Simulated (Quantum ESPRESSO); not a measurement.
# Ge (I4_1/amd) in Quantum ESPRESSO: single point with LDA

Aim: the single point of Ge with LDA.

Program: Quantum ESPRESSO 7.5. These are calculated values, not measurements. Logs are shortened: lines on timing, memory, paths and dates and some standing lists are left out, and cuts for length are marked.

## (1) Starting point

The structure is tetragonal, space group I4_1/amd (No. 141). Conventional cell: a = 3.938 Å, b = 3.938 Å, c = 5.699 Å, α = 90.00°, β = 90.00°, γ = 90.00°. Around Ge (site symmetry -4m2) lie 4 Ge at 2.43 Å.

## (2) Single point, LDA

pw.in reads:

```
&CONTROL
  calculation = 'scf'
  prefix = 'pwscf'
  outdir = './tmp'
  pseudo_dir = './pseudo'
  tprnfor = .true.
  tstress = .true.
  disk_io = 'nowf'
/
&SYSTEM
  ibrav = 0
  nat = 2
  ntyp = 1
  ecutwfc = 78
  nbnd = 21
  occupations = 'smearing'
  smearing = 'gaussian'
  degauss = 0.00073499
/
&ELECTRONS
  conv_thr = 4d-10
  electron_maxstep = 120
  mixing_beta = 0.5
/
ATOMIC_SPECIES
Ge    72.6300 Ge.upf
CELL_PARAMETERS angstrom
   0.0000000000    2.7843750000    2.8496250000
   2.7843750000    0.0000000000    2.8496250000
   2.7843750000    2.7843750000    0.0000000000
ATOMIC_POSITIONS crystal
Ge     0.0000000000    0.0000000000    0.0000000000
Ge     0.2500000000    0.2500000000    0.2500000000
K_POINTS automatic
10 10 10 0 0 0
```

Potentials or basis: PseudoDojo 0.4.1 SR LDA standard.

Started as:

```console
$ OMP_NUM_THREADS=1 pw.x -in pw.in > pw.out
```

pw.out:

```text
This program is part of the open-source Quantum ESPRESSO suite
     for quantum simulation of materials; please cite
         "P. Giannozzi et al., J. Phys.:Condens. Matter 21 395502 (2009);
         "P. Giannozzi et al., J. Phys.:Condens. Matter 29 465901 (2017);
         "P. Giannozzi et al., J. Chem. Phys. 152 154105 (2020);
     in publications or presentations arising from this work. More details at

     Message from routine setup:
     using ibrav=0 with symmetry is DISCOURAGED, use correct ibrav instead

     G-vector sticks info
     --------------------
     sticks:   dense  smooth     PW     G-vecs:    dense   smooth      PW
     Sum        1213    1213    357                27775    27775    4429

     Using Slab Decomposition

     bravais-lattice index     =            0
     lattice parameter (alat)  =       7.5289  a.u.
     unit-cell volume          =     298.1740 (a.u.)^3
     number of atoms/cell      =            2
     number of atomic types    =            1
     number of electrons       =        28.00
     number of Kohn-Sham states=           21
     kinetic-energy cutoff     =      78.0000  Ry
     charge density cutoff     =     312.0000  Ry
     scf convergence threshold =      4.0E-10
     mixing beta               =       0.5000
     number of iterations used =            8  plain     mixing
     Exchange-correlation= SLA  PW   NOGX NOGC
                           (   1   4   0   0   0   0   0)

     celldm(1)=   7.528871  celldm(2)=   0.000000  celldm(3)=   0.000000
     celldm(4)=   0.000000  celldm(5)=   0.000000  celldm(6)=   0.000000

     crystal axes: (cart. coord. in units of alat)
               a(1) = (   0.000000   0.698871   0.715248 )
               a(2) = (   0.698871   0.000000   0.715248 )
               a(3) = (   0.698871   0.698871   0.000000 )

     reciprocal axes: (cart. coord. in units 2 pi/alat)
               b(1) = ( -0.715440  0.715440  0.699058 )
               b(2) = (  0.715440 -0.715440  0.699058 )
               b(3) = (  0.715440  0.715440 -0.699058 )

     PseudoPot. # 1 for Ge read from file:
     Ge.upf
     Pseudo is Norm-conserving + core correction, Zval = 14.0
     Generated using ONCVPSP code by D. R. Hamann
     Using radial grid of 1524 points,  6 beta functions with:
                l(1) =   0
                l(2) =   0
                l(3) =   1
                l(4) =   1
                l(5) =   2
                l(6) =   2

     atomic species   valence    mass     pseudopotential
     Ge               14.00    72.63000     Ge( 1.00)

     16 Sym. Ops., with inversion, found ( 8 have fractional translation)

   Cartesian axes

     site n.     atom                  positions (alat units)
         1        Ge     tau(   1) = (   0.0000000   0.0000000   0.0000000  )
         2        Ge     tau(   2) = (   0.3494353   0.3494353   0.3576241  )

     number of k points=   102  Gaussian smearing, width (Ry)=  0.0007

     Number of k-points >= 100: set verbosity='high' to print them.

     Dense  grid:    27775 G-vectors     FFT dimensions: (  48,  48,  48)

     Initial potential from superposition of free atoms

     starting charge      27.9987, renormalised to      28.0000
     Starting wfcs are   18 randomized atomic wfcs +    3 random wfcs

     Self-consistent Calculation

     iteration #  1     ecut=    78.00 Ry     beta= 0.50
     Davidson diagonalization with overlap
     ethr =  1.00E-02,  avg # of iterations =  5.3

     Threshold (ethr) on eigenvalues was too large:
     Diagonalizing with lowered threshold

     Davidson diagonalization with overlap
     ethr =  1.26E-04,  avg # of iterations =  3.1

     total energy              =    -356.94091483 Ry
     estimated scf accuracy    <       0.03624935 Ry

     iteration #  2     ecut=    78.00 Ry     beta= 0.50
     Davidson diagonalization with overlap
     ethr =  1.29E-04,  avg # of iterations =  1.1

     total energy              =    -356.93976552 Ry
     estimated scf accuracy    <       0.00603306 Ry

     iteration #  3     ecut=    78.00 Ry     beta= 0.50
     Davidson diagonalization with overlap
     ethr =  2.15E-05,  avg # of iterations =  3.5

     total energy              =    -356.94018647 Ry
     estimated scf accuracy    <       0.00008301 Ry

     iteration #  4     ecut=    78.00 Ry     beta= 0.50
     Davidson diagonalization with overlap
     ethr =  2.96E-07,  avg # of iterations =  4.0

     total energy              =    -356.94019671 Ry
     estimated scf accuracy    <       0.00000509 Ry

     iteration #  5     ecut=    78.00 Ry     beta= 0.50
     Davidson diagonalization with overlap
     ethr =  1.82E-08,  avg # of iterations =  1.4

     total energy              =    -356.94019680 Ry
     estimated scf accuracy    <       0.00000034 Ry

     iteration #  6     ecut=    78.00 Ry     beta= 0.50
     Davidson diagonalization with overlap
     ethr =  1.21E-09,  avg # of iterations =  2.0

     total energy              =    -356.94019694 Ry
     estimated scf accuracy    <       0.00000006 Ry

     iteration #  7     ecut=    78.00 Ry     beta= 0.50
     Davidson diagonalization with overlap
     ethr =  2.30E-10,  avg # of iterations =  2.0

     total energy              =    -356.94019695 Ry
     estimated scf accuracy    <          3.5E-09 Ry

     iteration #  8     ecut=    78.00 Ry     beta= 0.50
     Davidson diagonalization with overlap
     ethr =  1.25E-11,  avg # of iterations =  2.0

     End of self-consistent calculation

     Number of k-points >= 100: set verbosity='high' to print the bands.

     the Fermi energy is     9.6465 ev

!    total energy              =    -356.94019695 Ry
     estimated scf accuracy    <          1.1E-10 Ry
     smearing contrib. (-TS)   =      -0.00000083 Ry
     internal energy E=F+TS    =    -356.94019613 Ry

     The total energy is F=E-TS. E is the sum of the following terms:
     one-electron contribution =    -181.63263289 Ry
     hartree contribution      =     109.71114923 Ry
     xc contribution           =     -85.88608188 Ry
     ewald contribution        =    -199.13263059 Ry

     convergence has been achieved in   8 iterations

     Forces acting on atoms (cartesian axes, Ry/au):

     atom    1 type  1   force =    -0.00000000   -0.00000000    0.00000000
     atom    2 type  1   force =     0.00000000    0.00000000   -0.00000000

     Total force =     0.000000     Total SCF correction =     0.000000

     Computing stress (Cartesian axis) and pressure

          total   stress  (Ry/bohr**3)                   (kbar)     P=        3.00
   0.00006166  -0.00000000   0.00000000            9.07       -0.00        0.00
  -0.00000000   0.00006166   0.00000000           -0.00        9.07        0.00
   0.00000000   0.00000000  -0.00006217            0.00        0.00       -9.15

=------------------------------------------------------------------------------=
   JOB DONE.
=------------------------------------------------------------------------------=
```

Wall time 2.2 min (1 thread of Arm Neoverse V1, shared host); peak memory 0.16 GiB.

What came out:

```yaml
Free_energy: -4856.4188 eV
Pressure: 0.3 GPa
Band_gap_on_the_k_mesh: none (metal or under the smearing width)
```

Levels at points of the mesh, in eV from the Fermi level:
```tsv
k point	band 11	band 12	band 13	band 14	band 15	band 16	band 17	band 18
(0.00, 0.00, 0.00)	-13.07	-0.19	-0.03	0.00	0.00	2.45	2.45	2.56
(0.00, 0.00, -0.50)	-10.92	-7.82	-1.61	-1.39	0.05	3.61	3.75	6.95
(0.00, -0.50, -0.50)	-9.06	-9.06	-3.27	-3.27	0.52	0.52	9.52	9.52
(-0.50, -0.50, 0.00)	-9.17	-9.17	-3.10	-3.10	0.70	0.70	9.53	9.53
```
